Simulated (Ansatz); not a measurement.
# Fe (Iron): the cost of one run

Program: Ansatz 0.2.0, driven from Python. The levels of theory stand in the script. These are calculated values, not measurements.

This is Fe in the hcp structure; at room conditions it is bcc.

### 1 The structure

Symmetry: P6_3/mmc, No. 194, hexagonal system. The conventional cell has a = 2.347 Å, b = 2.347 Å, c = 3.797 Å, α = 90.00°, β = 90.00°, γ = 120.00°. Fe (site symmetry -6m2) has 12 Fe at 2.33 to 2.35 Å as nearest neighbours.

No structure file is read: the coordinates are typed or built in the script.

### 2 The script

The input, run_lattice.py:

```python
import warnings

import ansatz
import numpy as np
from pymatgen.core import Lattice, Structure
from pymatgen.io.ase import AseAtomsAdaptor

def edges_and_angles(cell):
    cell = np.asarray(cell)
    a, b, c = np.linalg.norm(cell, axis=1)
    cosines = cell[1] @ cell[2] / (b * c), cell[0] @ cell[2] / (a * c), cell[0] @ cell[1] / (a * b)
    return (a, b, c, *np.degrees(np.arccos(cosines)))

warnings.simplefilter("ignore", ansatz.DeckWarning)

pmg_structure = Structure(
    Lattice([[2.347, 0.0, 0.0], [-1.1735, 2.03256162, 0.0], [0.0, 0.0, 3.797]]),
    ["Fe", "Fe"],
    [
        [1 / 3, 2 / 3, 0.25],
        [2 / 3, 1 / 3, 0.75],
    ],
)
system = ansatz.Crystal.from_ase(AseAtomsAdaptor.get_atoms(pmg_structure)).moments(Fe=4.5)

setup = (
    system.calculation()
    .kpoints(15, 15, 8, center="gamma")
    .occupations("Fermi-Dirac")
    .spin("collinear")
    .relax(cell=True, force_tolerance=0.02)
)

levels = [("pbesol", "d3bj"), ("blyp", "d3bj"), ("pbesol", "none")]
print("level            a       b       c    alpha   beta  gamma  V/atom  steps")
for name, dispersion in levels:
    seen = []
    run = setup.functional(name, dispersion=dispersion).session().plan()
    result = run.execute(on_event=lambda e: seen.append(e) if e["event"] == "relax_step" else None)
    cell = result.lattice.cell_ang
    label = name if dispersion == "none" else f"{name}+{dispersion}"
    print("{:13s} {:7.4f} {:7.4f} {:7.4f} {:6.2f} {:6.2f} {:6.2f}".format(label, *edges_and_angles(cell)), f"{abs(np.linalg.det(cell)) / len(result.lattice.sites):7.3f} {len(seen):5d}")
```

### 3 The calls as engine input

The engine receives this input (first run):

```yaml
crystal:
  lattice:
    - [2.347, 0.0, 0.0]
    - [-1.1735, 2.03256162, 0.0]
    - [0.0, 0.0, 3.797]
  atoms:
    - { symbol: Fe, position: [0.3333333333333333, 0.6666666666666666, 0.25] }
    - { symbol: Fe, position: [0.6666666666666666, 0.3333333333333333, 0.75] }
kpoints:
  mp_grid:
    grid: [15, 15, 8]
    shift: [0.0, 0.0, 0.0]
hamiltonian:
  xc: pbesol
  dispersion: d3bj
magnetization:
  spin_polarized: true
  per_species:
    Fe: 4.5
scf:
  occupations:
    method: fermi_dirac
relax:
  f_tol: 0.02
  cell: {}
```

### 4 Launch

Run with:

```bash
$ python run_lattice.py
```

What time and memory should one allow on 1 thread of Arm Neoverse V1, shared host?

About 4.1 min, with a peak of 0.54 GiB.
